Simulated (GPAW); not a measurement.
The system is CeZn2Ni.

```
CELL_PARAMETERS angstrom
3.86439 0.00000 0.00000
0.00000 3.86439 0.00000
0.00000 0.00000 4.91927
ATOMIC_POSITIONS crystal
Ce 0.00000 0.00000 0.00000
Zn 0.00000 0.50000 0.50000
Zn 0.50000 0.00000 0.50000
Ni 0.50000 0.50000 0.00000
```

The cell comes from a database or a generator and needn't be the stable form of this composition.

Base run:

```yaml
Program: GPAW 26.7.0
Functional: PBE
Potentials_or_basis: GPAW PAW data sets (gpaw-data 1.2.1)
Cutoff: 800 eV
Basis: pw
k_mesh: 5 × 5 × 5
Occupations: fermi-dirac, width 0.05 eV
Spin: collinear spin, ferromagnetic start
Starting_moments: "[1.0, 0.0, 0.0, 1.0] μB"
```

Its results: pressure 0.7 GPa; net moment 0.22 μB per cell; site moments Ce +0.18; Zn +0.00; Ni -0.03 μB.

**Question.** The run is repeated on the same cell with these changes: functional from PBE to LDA; potentials or basis from GPAW PAW data sets (gpaw-data 1.2.1) to the program's PAW data sets (release 1.2.1) made for this functional. What comes out?

**Answer.** Pressure -6.7 GPa; net moment 0.17 μB per cell; site moments Ce +0.15; Zn +0.00; Ni -0.02 μB.

Caveats: one-centre terms of the f shell are cut off; the magnetic or orbital state may not be the lowest; the stock nickel data set gives pressures a few GPa off other programs.
